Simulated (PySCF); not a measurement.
# Cl4Cr (CrCl4): the cost of one run

Programs: PySCF 2.14.0, with routines of our own; each step states its level. All values are computed. Atoms count from 0.

## Step 1: The system as given

5 atoms, charge 0, states of the metal's open shell are computed; geometry from: model geometry, bond lengths from ionic radii.

## Step 2: Ligand-field states: state-averaged CASSCF

The job: settings as JSON, then the geometry in Å.

```
{"job": {"kind": "lf", "basis": {"metal": "x2c-TZVPall", "ligand": "x2c-SVPall"}, "nevpt": true}, "charge": 0, "metal": "Cr", "open_shell": "d2"}
Cr     0.000000     0.000000     0.000000
Cl     1.235529     1.235529     1.235530
Cl    -1.235529    -1.235529     1.235530
Cl    -1.235529     1.235529    -1.235530
Cl     1.235529    -1.235529    -1.235530
```

Level: state-averaged CASSCF of the metal d shell, SC-NEVPT2 on the averaged canonical orbitals, state-interaction spin-orbit coupling.

Run with:

```console
> OMP_NUM_THREADS=1 python lf_run.py task.json out
```

The driver reads the jobs from task.json and runs them one after another.

Q: Estimate the wall time and peak memory of this first job on 1 thread of Arm Neoverse V1, shared host.

About 8 s, with a peak of 0.31 GiB.
